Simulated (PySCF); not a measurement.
# The bond of SnHg, level by level

An exercise on one series of results from a longer session: the logs are not shown, and one member is left open.

Method: Sn def2-SVP with ECP28, Hg def2-SVP with ECP60, scalar-relativistic core potentials; program: PySCF 2.14.0.

The first run:

Settings of the job:

```json
{
 "atoms": "Sn, Hg",
 "charge": "0",
 "basis": "Sn def2-SVP with ECP28, Hg def2-SVP with ECP60",
 "Hamiltonian": "scalar-relativistic core potentials",
 "basis functions": "58",
 "electrons treated": "42",
 "masses in u": "119.9022, 201.9706",
 "levels": "PBE0, PBE, r²SCAN, r²SCAN0, PBEsol, revPBE, CAM-B3LYP, HF, MP2, SCS-MP2",
 "grid": "80 radial by 434 angular points",
 "occupations": "held fixed by the projection of orbital angular momentum",
 "dissociation limit": "Sn + Hg, each in its ground configuration",
 "starting distance in angstrom": "2.725",
 "values of 2S to try": "0, 2"
}
```

Launch:

```console
OMP_NUM_THREADS=1 python dia.py task.json out
```

Among the steps run: Input; First curve: PBE0; Excited determinants; PBE; r²SCAN; r²SCAN0 (hybrid meta-GGA); PBEsol; revPBE (GGA); CAM-B3LYP (range-separated hybrid); UHF.

One of the session's tables, all rows but one given; the rest of the session is left out.

Energy (eV) from each level's lowest point:

| R (Å) | UHF | UHF-MP2 | UHF-SCS-MP2 | PBE | PBEsol |
| --- | --- | --- | --- | --- | --- |
| 2.510 | 0.735 | 0.385 | 0.470 | 0.353 | 0.260 |
| 2.626 | 0.429 | 0.163 | 0.225 | 0.135 | 0.079 |
| 2.743 | 0.242 | 0.051 | 0.091 | 0.032 | 0.008 |
| 2.830 | 0.152 | 0.013 | 0.037 | 0.003 | 0.000 |
| 2.918 | 0.092 | 0.000 | 0.010 | 0.000 | 0.016 |
| 3.006 | ? | ? | ? | ? | ? |
| 3.122 | 0.022 | 0.023 | 0.003 | 0.050 | 0.103 |
| 3.268 | 0.004 | 0.059 | 0.022 | 0.105 | 0.180 |
| 3.443 | 0.000 | 0.106 | 0.052 | 0.174 | 0.270 |
| 3.677 | 0.005 | 0.162 | 0.090 | 0.253 | 0.371 |

Estimate the missing values for R (Å) = 3.006.

Worked estimate for «UHF». A straight line through the neighbours (2.918, 0.092) and (3.122, 0.022) gives 0.092 + (0.022 − 0.092) × (3.006 − 2.918) / (3.122 − 2.918) = 0.062; a parabola fitted to 4 rows on both sides gives 0.055.

The run gave: UHF: 0.052; UHF-MP2: 0.004; UHF-SCS-MP2: 0.000; PBE: 0.014; PBEsol: 0.048. In «UHF» the line misses by +0.010 and the parabola by +0.003.
